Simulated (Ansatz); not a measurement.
# CH₇NOSi: up Jacob's ladder to CCSD(T)

Aim: compute CH₇NOSi with functionals from several rungs and with coupled cluster. The yardstick is the atomisation energy at the CCSD(T) limit.

Computed with Ansatz 0.2.0, Gaussian basis. Level: functionals in def2-TZVPP, the program's frozen cores in correlated methods.

The runs, in order: PBE-D4, r2SCAN-D4, PBE0-D4, B3LYP-D4, ωB97X-V, ωB97M-V, B2PLYP; CCSD(T)/def2-TZVPP; CCSD(T)/def2-QZVPP; extrapolation to the limit.

## (1) The geometry

The geometry comes from an earlier relaxation with PBE0-D4/def2-TZVP; it is a stationary point, not always the lowest conformer.

SMILES `CO[SiH2]N`, 11 atoms, charge 0, spin multiplicity 1.

Atoms are counted from 1 here; the program's logs count them from 0.

Bond lengths: C1–O2 1.406 Å, C1–H5 1.096 Å, C1–H6 1.097 Å, C1–H7 1.092 Å, O2–Si3 1.645 Å, Si3–N4 1.706 Å, Si3–H8 1.489 Å, Si3–H9 1.479 Å, N4–H10 1.005 Å, N4–H11 1.006 Å. Angles: O2–C1–H5 111.5°, O2–C1–H6 111.6°, O2–C1–H7 108.5°, H5–C1–H6 108.4°, H5–C1–H7 108.4°, H6–C1–H7 108.3°, C1–O2–Si3 122.7°, O2–Si3–N4 116.5°, O2–Si3–H8 109.1°, O2–Si3–H9 103.1°, N4–Si3–H8 105.0°, N4–Si3–H9 109.9°, H8–Si3–H9 113.6°, Si3–N4–H10 122.3°, Si3–N4–H11 123.2°, H10–N4–H11 112.3°.

## (2) PBE-D4 (GGA)

Contents of in.yaml:

```yaml
crystal:
  periodic: [false, false, false]
  atoms:
    - {symbol: C, position_ang: [0.090928, 1.727876, 0.011210]}
    - {symbol: O, position_ang: [-0.473372, 0.707384, 0.796958]}
    - {symbol: Si, position_ang: [-0.687311, -0.826325, 0.242262]}
    - {symbol: N, position_ang: [0.723422, -1.682180, -0.190156]}
    - {symbol: H, position_ang: [1.139802, 1.517096, -0.227449]}
    - {symbol: H, position_ang: [-0.457819, 1.864701, -0.929195]}
    - {symbol: H, position_ang: [0.045799, 2.662391, 0.573553]}
    - {symbol: H, position_ang: [-1.508738, -0.784462, -0.998383]}
    - {symbol: H, position_ang: [-1.357940, -1.502437, 1.373549]}
    - {symbol: H, position_ang: [1.076060, -1.695774, -1.131208]}
    - {symbol: H, position_ang: [1.409168, -1.988270, 0.478849]}
basis:
  gaussian: {orbitals: def2-TZVPP}
hamiltonian: {xc: pbe, dispersion: d4}
output: {forces: true, orbitals: {seedname: orbitals}}
```

On the command line:

```
$ ansatz run in.yaml --threads 2 --pin off --events-out ev --progress --plain --max-ram 32768MiB --backend cpu
```

The runs that follow: r2SCAN-D4 (meta-GGA); PBE0-D4 (hybrid); B3LYP-D4 (hybrid); ωB97X-V (range-separated); ωB97M-V (range-separated); B2PLYP (double hybrid); CCSD(T) in def2-TZVPP; CCSD(T) in def2-QZVPP.

**Question.** What will the summary of the whole plan be? Wanted: atomisation energy, CCSD(T)/CBS; farthest; mean size of error, hybrid; mean size of error, range-separated; gap, smallest and largest; T1 diagnostic; triples share of the correlation energy.

The runs gave:

| quantity | value |
| --- | --- |
| atomisation energy, CCSD(T)/CBS | 3953.7 kJ/mol |
| functionals within 19.8 kJ/mol (0.5 %) | r2SCAN-D4, B3LYP-D4, ωB97X-V, ωB97M-V |
| farthest | B2PLYP (-44.5 kJ/mol) |
| mean size of error, hybrid | 17.9 kJ/mol |
| mean size of error, range-separated | 8.9 kJ/mol |
| gap, smallest and largest | 6.02 eV (PBE-D4), 12.69 eV (ωB97X-V) |
| T1 diagnostic | 0.0107 |
| triples share of the correlation energy | 3.4 % |

In words: PBE-D4 misses by +28.6 kJ/mol, or 2.9 kJ/mol for each of 10 bonds. Double hybrids carry the basis error of their MP2 part in triple zeta, and no dispersion term here, so their miss is partly the set-up's. The reference freezes the cores and leaves out relativity and excitations past (T), so misses under about 19.8 kJ/mol can't be ranked. Hartree-Fock recovers 72 % of the binding; the rest is correlation. The gap grows from 6.0 to 12.7 eV across the functionals, mostly with the share of exact exchange.
